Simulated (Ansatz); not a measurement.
**F₃H₃MoO₃: small, medium and large basis sets**

Aim: see how fast density functionals converge with the basis set for F₃H₃MoO₃.

The runs use Ansatz 0.2.0, Gaussian basis; one geometry, several basis sets.

Levels to be run: PBE0-D4/def2-SVP; ωB97M-V/def2-SVP; PBE0-D4/def2-QZVPP; ωB97M-V/def2-QZVPP; the functionals' def2-TZVPP values are taken from earlier runs.

### Step 1. The geometry

All runs share one geometry, relaxed beforehand with PBE0-D4 in a triple-zeta def2 set. Mo takes the def2 core potential; no spin-orbit term is included.

SMILES `[OH][Mo]([OH])([OH])([F])([F])[F]`, 10 atoms, charge 0, spin multiplicity 1.

Atoms are counted from 1 here; the program's logs count them from 0.

Bond lengths: O1–Mo2 1.844 Å, O1–H8 0.964 Å, Mo2–O3 1.844 Å, Mo2–O4 1.846 Å, Mo2–F5 1.838 Å, Mo2–F6 1.914 Å, Mo2–F7 1.868 Å, O3–H9 0.964 Å, O4–H10 0.962 Å. Angles: Mo2–O1–H8 120.9°, O1–Mo2–O3 158.6°, O1–Mo2–O4 100.7°, O1–Mo2–F5 90.2°, O1–Mo2–F6 79.5°, O1–Mo2–F7 91.4°, O3–Mo2–O4 100.7°, O3–Mo2–F5 90.2°, O3–Mo2–F6 79.4°, O3–Mo2–F7 91.4°, O4–Mo2–F5 88.2°, O4–Mo2–F6 170.9°, O4–Mo2–F7 83.2°, F5–Mo2–F6 100.9°, F5–Mo2–F7 171.5°, F6–Mo2–F7 87.6°, Mo2–O3–H9 120.9°, Mo2–O4–H10 124.7°.

### Step 2. PBE0-D4 in def2-SVP

Input file in.yaml:

```yaml
crystal:
  periodic: [false, false, false]
  atoms:
    - {symbol: O, position_ang: [-1.677907, -0.611696, 0.416714]}
    - {symbol: Mo, position_ang: [-0.044241, 0.050370, -0.123508]}
    - {symbol: O, position_ang: [1.454390, 1.124269, -0.133031]}
    - {symbol: O, position_ang: [0.311301, -1.047344, -1.563819]}
    - {symbol: F, position_ang: [-0.886134, 1.202355, -1.282643]}
    - {symbol: F, position_ang: [-0.266938, 0.978405, 1.536060]}
    - {symbol: F, position_ang: [0.859055, -1.277537, 0.829755]}
    - {symbol: H, position_ang: [-2.080729, -0.321362, 1.242739]}
    - {symbol: H, position_ang: [1.629989, 1.735151, 0.591448]}
    - {symbol: H, position_ang: [0.784314, -1.883911, -1.510815]}
basis:
  gaussian: {orbitals: def2-SVP}
hamiltonian: {xc: pbe0, dispersion: d4}
output: {orbitals: {seedname: orbitals}}
```

Launch:

```sh
ansatz run in.yaml --threads 4 --pin off --events-out ev --progress --plain --max-ram 11315MiB
```

The runs that follow: ωB97M-V in def2-SVP; PBE0-D4 in def2-QZVPP; ωB97M-V in def2-QZVPP.

**Question.** What will the summary of the whole plan be? Wanted: PBE0-D4: double and triple zeta above quadruple; ωB97M-V: double and triple zeta above quadruple.

**Answer**, as computed:

```
                                       quantity           value
PBE0-D4: double and triple zeta above quadruple  19.40, 0.89 eV
ωB97M-V: double and triple zeta above quadruple  19.76, 0.86 eV
```

**Reading.** PBE0-D4 gains 18.51 eV from double to triple zeta, then 0.89 eV more. These are total energies; as a rule much of such shifts cancels in differences, which this series doesn't test.
